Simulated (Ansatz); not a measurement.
# AlBH₄Se (SMILES B[Se][AlH2]): single points off equilibrium

One table from this session's results is given with a row withheld; the runs are named, their logs left out.

Method: single points in def2-TZVPP; program: Ansatz 0.2.0, Gaussian basis.

Correlated methods freeze the cores. Filled d shells of the heavier atoms are correlated.

## Where the work starts

SMILES `B[Se][AlH2]`, 7 atoms, charge 0, spin multiplicity 1.

Atoms are counted from 1 here; the program's logs count them from 0.

Bond lengths: B1–Se2 1.988 Å, B1–H4 1.229 Å, B1–H5 1.214 Å, Se2–Al3 2.401 Å, Al3–H6 1.583 Å, Al3–H7 1.611 Å. Angles: Se2–B1–H4 121.5°, Se2–B1–H5 119.5°, H4–B1–H5 118.5°, B1–Se2–Al3 90.6°, Se2–Al3–H6 121.2°, Se2–Al3–H7 121.9°, H6–Al3–H7 116.9°.

Coordinates:

| atom | x (Å) | y (Å) | z (Å) |
| --- | --- | --- | --- |
| B1 | -1.4901 | 0.0566 | -0.5363 |
| Se2 | -0.8004 | -0.9470 | 1.0355 |
| Al3 | 1.4190 | -0.1350 | 0.6115 |
| H4 | -1.5854 | -0.4693 | -1.6430 |
| H5 | -1.9750 | 1.1574 | -0.3755 |
| H6 | 1.9379 | 1.2098 | 1.2653 |
| H7 | 2.4343 | -0.9052 | -0.3739 |

Set-up of the first run:

run/in.yaml

```yaml
crystal:
  periodic: [false, false, false]
  atoms:
    - {symbol: B, position_ang: [-1.490100, 0.056600, -0.536300]}
    - {symbol: Se, position_ang: [-0.800400, -0.947000, 1.035500]}
    - {symbol: Al, position_ang: [1.419000, -0.135000, 0.611500]}
    - {symbol: H, position_ang: [-1.585400, -0.469300, -1.643000]}
    - {symbol: H, position_ang: [-1.975000, 1.157400, -0.375500]}
    - {symbol: H, position_ang: [1.937900, 1.209800, 1.265300]}
    - {symbol: H, position_ang: [2.434300, -0.905200, -0.373900]}
basis:
  gaussian: {orbitals: def2-TZVPP}
correlation: {method: ccsd_t}
output: {forces: true}
```

The command line of these runs was not kept.

Steps of the session up to this table: CCSD(T)/def2-TZVPP; PBE0-D4/def2-TZVPP; wB97M-V/def2-TZVPP; r2SCAN-D4/def2-TZVPP; PBE-D4/def2-TZVPP; BHLYP-D4/def2-TZVPP; HSE06-D4/def2-TZVPP.

One table of the session follows, with a row left open; its other results are not shown here.

| method | RMS force component (eV/Å) | angle to CCSD(T) forces (°) | dipole (D) |
| --- | --- | --- | --- |
| CCSD(T) | 0.352 | reference | 0.73 |
| PBE0-D4 | 0.340 | 7.2 | 0.76 |
| wB97M-V | 0.393 | 5.5 | 0.79 |
| r2SCAN-D4 | 0.345 | 4.8 | 0.75 |
| PBE-D4 | ? | ? | ? |
| BHLYP-D4 | 0.452 | 8.1 | 0.81 |
| HSE06-D4 | 0.338 | 7.1 | 0.76 |

Estimate the missing values for PBE-D4.

**Answer.** RMS force component (eV/Å): 0.269; angle to CCSD(T) forces (°): 12.6; dipole (D): 0.74. In the column «RMS force component (eV/Å)» it is the lowest.

Caveats from the session: The reference is not at the basis limit: in triple zeta CCSD(T) underbinds, which counts against methods that bind more; the gaps are no ranking.
